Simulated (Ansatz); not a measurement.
What does this script print? It uses the Ansatz DFT code, driven from Python.

`c2h5bs_freq.py`:
```python
import itertools

import ansatz as az
from ase import Atoms
from ase.data import atomic_numbers, covalent_radii
from ase.thermochemistry import IdealGasThermo
import numpy as np


def main() -> None:
    atoms = Atoms(['C', 'B', 'C', 'S', 'H', 'H', 'H', 'H', 'H'], positions=[
        (-1.0505, 0.2694, -0.5017),
        (-0.077, -0.4868, 0.4071),
        (1.4323, -0.1626, 0.4267),
        (2.1098, 0.887, -0.3709),
        (-0.8099, 0.1919, -1.5968),
        (-1.088, 1.4056, -0.2417),
        (-2.0953, -0.0865, -0.3619),
        (-0.4456, -1.3352, 1.0891),
        (2.1127, -0.7291, 1.1331),
    ])
    system = az.Crystal.molecule_from_ase(atoms)

    setup = system.calculation()
    setup = setup.basis(gaussian='6-31G*').functional('pbe0')
    symbols = [site.symbol for site in system.cartesian_sites]
    start = np.array([site.position_ang for site in system.cartesian_sites], dtype=float)
    r = setup.relax(force_tolerance=0.003).run(threads=1).report
    end = np.array(r['positions_ang'])

    radius = [covalent_radii[atomic_numbers[s]] for s in symbols]
    span = lambda where, i, j: np.linalg.norm(where[i] - where[j])
    bonded = [(i, j) for i, j in itertools.combinations(range(len(symbols)), 2) if min(span(start, i, j), span(end, i, j)) < 1.2 * (radius[i] + radius[j])]
    print('pair        before    after (A)')
    for i, j in bonded:
        print(f'{symbols[i]}{i}-{symbols[j]}{j}'.ljust(10), f'{span(start, i, j):8.4f} {span(end, i, j):8.4f}')

    minimum = az.Crystal.molecule()
    for symbol, place in zip(symbols, end):
        minimum = minimum.atom(symbol, place.tolist())
    vibrating = minimum.calculation()
    vibrating = vibrating.basis(gaussian='6-31G*')
    vibrating = vibrating.functional('pbe0')
    vibrating = vibrating.phonons(temperatures=(298.15, 498.15, 100))
    vib = vibrating.run(threads=1).report['vibrations']
    sums = vib['harmonic_sums']
    modes = [m['omega_inv_cm'] for m in sums['modes_at_gamma'] if m['rigid_motion'] == 'no']
    for number, w in enumerate(modes, start=1):
        print(f'mode {number:2d} {w:9.1f} 1/cm {w / 8065.544 * 1000:8.2f} meV')
    print('imaginary modes:', sum(w < 0 for w in modes), ' zero-point energy:', round(sums['zero_point_energy_ev'], 4), 'eV')
    gas = IdealGasThermo(vib_energies=[w / 8065.544 for w in modes if w > 0], geometry='linear' if len(modes) == 3 * len(symbols) - 5 else 'nonlinear',
                         atoms=Atoms(symbols, positions=end), symmetrynumber=1, spin=0.0)
    print(f'H(298 K) - E = {gas.get_enthalpy(298.15, verbose=False):.4f} eV')
    print(f'S(298 K, 1 bar) = {96485.33 * gas.get_entropy(298.15, 1e5, verbose=False):.1f} J/(mol K) with symmetry number 1')

    heavier = vibrating.phonons(masses={'H': 2.014102}).run(threads=1).report['vibrations']['harmonic_sums']
    print('deuterated (1/cm):', ' '.join(f'{m["omega_inv_cm"]:.0f}' for m in heavier['modes_at_gamma'] if m['rigid_motion'] == 'no'))
    print('zero-point energy falls by', round(sums['zero_point_energy_ev'] - heavier['zero_point_energy_ev'], 4), 'eV')


if __name__ == '__main__':
    main()
```

```console
$ python c2h5bs_freq.py
pair        before    after (A)
C0-B1        1.5315   1.5706
C0-H4        1.1239   1.0957
C0-H5        1.1662   1.0938
C0-H6        1.1126   1.1015
B1-C2        1.5439   1.5399
B1-H7        1.1492   1.2026
C2-S3        1.4822   1.6314
C2-H8        1.1326   1.0922
mode  1     105.6 1/cm    13.09 meV
mode  2     115.4 1/cm    14.31 meV
mode  3     168.7 1/cm    20.92 meV
mode  4     314.2 1/cm    38.96 meV
mode  5     630.4 1/cm    78.16 meV
mode  6     751.7 1/cm    93.20 meV
mode  7     808.3 1/cm   100.22 meV
mode  8     885.8 1/cm   109.82 meV
mode  9     981.8 1/cm   121.73 meV
mode 10    1040.9 1/cm   129.05 meV
mode 11    1053.0 1/cm   130.55 meV
mode 12    1176.8 1/cm   145.91 meV
mode 13    1279.7 1/cm   158.66 meV
mode 14    1350.5 1/cm   167.44 meV
mode 15    1479.1 1/cm   183.39 meV
mode 16    1501.3 1/cm   186.14 meV
mode 17    2624.5 1/cm   325.40 meV
mode 18    3046.9 1/cm   377.76 meV
mode 19    3125.7 1/cm   387.53 meV
mode 20    3162.2 1/cm   392.06 meV
mode 21    3168.7 1/cm   392.87 meV
imaginary modes: 0  zero-point energy: 1.7836 eV
H(298 K) - E = 1.9670 eV
S(298 K, 1 bar) = 316.1 J/(mol K) with symmetry number 1
deuterated (1/cm): 79 104 144 266 472 568 677 725 799 842 881 1038 1060 1080 1131 1236 1940 2196 2304 2335 2348
zero-point energy falls by 0.4058 eV
```

Notes:
- The frequencies are harmonic and unscaled, in a modest basis. The result belongs to the one conformer reached from this start, and soft torsions count as harmonic oscillators.
- The entropy takes a symmetry number of 1; a symmetric molecule's is lower by R ln(sigma).
- Run time: 4.2 min on 1 thread of Arm Neoverse V2, with other jobs on the host, peak memory 0.29 GiB.

(Lines on the test bed's own set-up are left out of the output.)
